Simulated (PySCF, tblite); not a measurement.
**C₄H₄N₂O₃+ (doublet): geometry, infrared bands and EPR parameters**

What infrared bands and EPR parameters should C₄H₄N₂O₃+ (doublet) (`COc1noc(C=[O+])n1`) show?

Programs: tblite 0.8.0 and PySCF 2.14.0, with density-fitted response routines of our own. Each step states its level of theory. These are calculated values for one molecule in the gas phase, unless marked as measured. Atoms are numbered from 0 throughout.

### Step 1. Starting geometry

13 atoms, charge 1, multiplicity 2; geometry from: force field or distance geometry start.

Bonds of the start (Å): C0–O1 1.43, O1–C2 1.38, C2–N3 1.33, N3–O4 1.32, O4–C5 1.33, C5–C6 1.45, C6–O7 1.27, C5–N8 1.35, N8–C2 1.35, C0–H9 1.11, C0–H10 1.11, C0–H11 1.12, C6–H12 1.09.

### Step 2. Geometry optimisation with GFN2-xTB

The job: settings as JSON, then the geometry in Å.

```
{"job": {"kind": "relax", "xc": "GFN2-xTB", "basis": "xTB"}, "charge": 1, "multiplicity": 2}
C      2.828500     0.242900    -0.039100
O      1.612700     0.932300    -0.355900
C      0.430300     0.255800    -0.129800
N      0.190000    -0.968600     0.326000
O     -1.109000    -1.200900     0.379400
C     -1.738900    -0.115300    -0.072100
C     -3.185700    -0.005900    -0.168300
O     -3.871600    -1.011000     0.202100
N     -0.782900     0.787500    -0.382000
H      2.866100     0.106600     1.065900
H      3.697900     0.840600    -0.369700
H      2.753100    -0.751700    -0.539300
H     -3.694700     0.888200    -0.518600
```

The run is started by

```
$ OMP_NUM_THREADS=1 python probes_run.py task.json out
```

This one command runs all jobs of the session in turn.

**Question.** This job is followed by: GFN2-xTB harmonic vibrations, gas phase; UKS B3LYP, pcH-1 on C H N O, non-relativistic, mean-field spin-orbit, GIAO. Predict these results of the whole session: strongest single infrared mode (GFN2-xTB); zero-point energy (GFN2-xTB); g(iso) (B3LYP); ⟨S²⟩; largest a(iso) (averaged by class).

**Answer**, as computed:

| quantity | value |
| --- | --- |
| strongest single infrared mode (GFN2-xTB) | 2913 cm⁻¹, 544 km/mol |
| zero-point energy (GFN2-xTB) | 51.2 kcal/mol |
| g(iso) (B3LYP) | 2.00012 |
| ⟨S²⟩ | 0.762 (exact 0.75) |
| largest a(iso) (averaged by class) | 1H on H9, H10, H11, 49.9 MHz |

Over 81 steps the energy fell by 0.830 eV; of the close pairs, O1–C2 changed most, 1.381 to 1.287 Å. All 33 modes are real, so the xTB geometry is a minimum. The strongest single mode, at 2913 cm⁻¹, moves mainly H9 and H10. Unscaled tight-binding wavenumbers are off by several per cent, some by more. Its intensities can rank the bands wrongly. The largest share of the spin, 0.49 e, sits on N3. The isotropic g lies 2.2 ppt below the free-electron value. These values are for one conformer; the search (at its own cheap level) found 2 more, at 0.97, 1.33 kcal/mol, and measured spectra average over such forms.
